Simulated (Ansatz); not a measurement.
This script drives Ansatz 0.2.0 through its Python package.

Script `prototypes.py`:
```python
# -*- coding: utf-8 -*-
"""Relaxed energies of Os in several structure types."""

import logging
import sys

import ansatz as az
import numpy as np
import spglib

logging.basicConfig(stream=sys.stdout, format="[%(levelname)s] %(message)s")
logger = logging.getLogger("os")
logger.setLevel(logging.INFO)


def sc(a_site, a):
    return (
        az.Lattice.cubic(a)
        .space_group(221)
        .atom(a_site, (0, 0, 0))
    )


def bcc(first, a):
    return az.Crystal.bcc(first, a=a)


def hcp(A, a):
    return (
        az.Lattice.from_parameters(a, a, 1.633 * a, alpha=90, beta=90, gamma=120)
        .space_group(194)
        .atom(A, (1 / 3, 2 / 3, 0.25))
    )


def fcc(a_site, a):
    return (
        az.Lattice.fcc(a)
        .space_group(225)
        .atom(a_site, (0, 0, 0))
        .primitive()
    )


def solve(name, crystal):
    calc = (
        crystal.calculation()
        .functional(az.Functional.PBESOL)
        .basis(420)
        .scf(tolerance=1e-08)
        .kpoints(spacing=0.27)  # the mesh must be finer for metals
        .occupations("cold", width=0.05)  # smearing steadies the SCF of a metal
        .stress()  # positive in compression
        .band_table()  # levels at the mesh points
    )
    calc = calc.relax(force_tolerance=0.03, cell=True)
    return calc.run(threads=1)


def pressure_gpa(outcome):
    return float(np.trace(outcome.report["stress_gpa"]) / 3)


def space_group(outcome):
    sites = outcome.report["lattice"]["sites"]
    kinds = sorted({site["symbol"] for site in sites})
    cell = (outcome.lattice.cell_ang, [site["position_frac"] for site in sites], [kinds.index(site["symbol"]) for site in sites])
    return spglib.get_spacegroup(cell, symprec=0.01)

# starting lattice constants are rough guesses; the relaxation finds the rest
phases = {}
phases["sc"] = sc("Os", 2.49)
phases["bcc"] = bcc("Os", 3.04)
phases["hcp"] = hcp("Os", 2.7)
phases["fcc"] = fcc("Os", 3.82)

done = {}
for name, crystal in phases.items():
    done[name] = solve(name, crystal)
    logger.info(f"{name}: {done[name].report['energy_sigma0_ev']:.4f} eV, {len(done[name].lattice.sites)} atoms")

energy = {name: o.report["energy_sigma0_ev"] / len(o.lattice.sites) for name, o in done.items()}
lowest = min(energy.values())
rows = [(name, len(o.lattice.sites), 1000 * (energy[name] - lowest), pressure_gpa(o), space_group(o)) for name, o in done.items()]
rows.sort(key=lambda row: row[2])
logger.info("     phase       atoms  dE (meV/atom)     P (GPa)  space group")
for row in rows:
    logger.info(f"{str(row[0]):>10}  {row[1]:10d}  {row[2]:13.1f}  {row[3]:10.2f}  {str(row[4]):>11}")
```

It is started by `python prototypes.py`. How long does it take on 1 thread of Arm Neoverse V1 (shared host), and how much memory does it need?

It took about 22 s, with a peak of 0.4 GiB, for 4 runs of the engine.

```console
$ python prototypes.py
DeckWarning: relax.cell: scf.convergence.dr2_threshold = 1e-8 eV is looser than the 1e-10 eV advised for a relaxation that steers and ends on the stress (1e-10 eV for each atom of the cell: 1). What [...]
[INFO] sc: -11249.3969 eV, 1 atoms
[INFO] bcc: -11250.1343 eV, 1 atoms
DeckWarning: relax.cell: scf.convergence.dr2_threshold = 1e-8 eV is looser than the 2e-10 eV advised for a relaxation that steers and ends on the stress (1e-10 eV for each atom of the cell: 2). What [...]
[INFO] hcp: -22502.0994 eV, 2 atoms
[INFO] fcc: -11250.9144 eV, 1 atoms
[INFO]      phase       atoms  dE (meV/atom)     P (GPa)  space group
[INFO]        hcp           2            0.0        0.00  P6_3/mmc (194)
[INFO]        fcc           1          135.3       -0.00  Fm-3m (225)
[INFO]        bcc           1          915.4       -0.01  Im-3m (229)
[INFO]         sc           1         1652.8       -0.02  Pm-3m (221)
```
(Warnings from the package without file and line, shortened.)

By space group at the end of each run: P6_3/mmc (+0 meV an atom, 13.9 Å³), Fm-3m (+135 meV an atom, 13.9 Å³), Im-3m (+915 meV an atom, 14.3 Å³) and Pm-3m (+1653 meV an atom, 16.2 Å³).

Total energies depend on the potentials; only differences at equal settings carry meaning. Spin is left out of this run. For the metals among these phases the mesh is modest: differences between phases can be off by up to 40 meV an atom. Pressure is positive in compression. Spin-orbit coupling, which matters for elements this heavy, is left out. The cells are built on prototypes, so most aren't the phase found in nature. Rows bear the name of their start, and a relaxation keeps or raises the symmetry. Differences under about 40 meV an atom lie within the error of mesh and functional.

(A comment or docstring line of the script was reworded after the run, the code is as it ran; lines on the test bed's own set-up are left out of the output.)
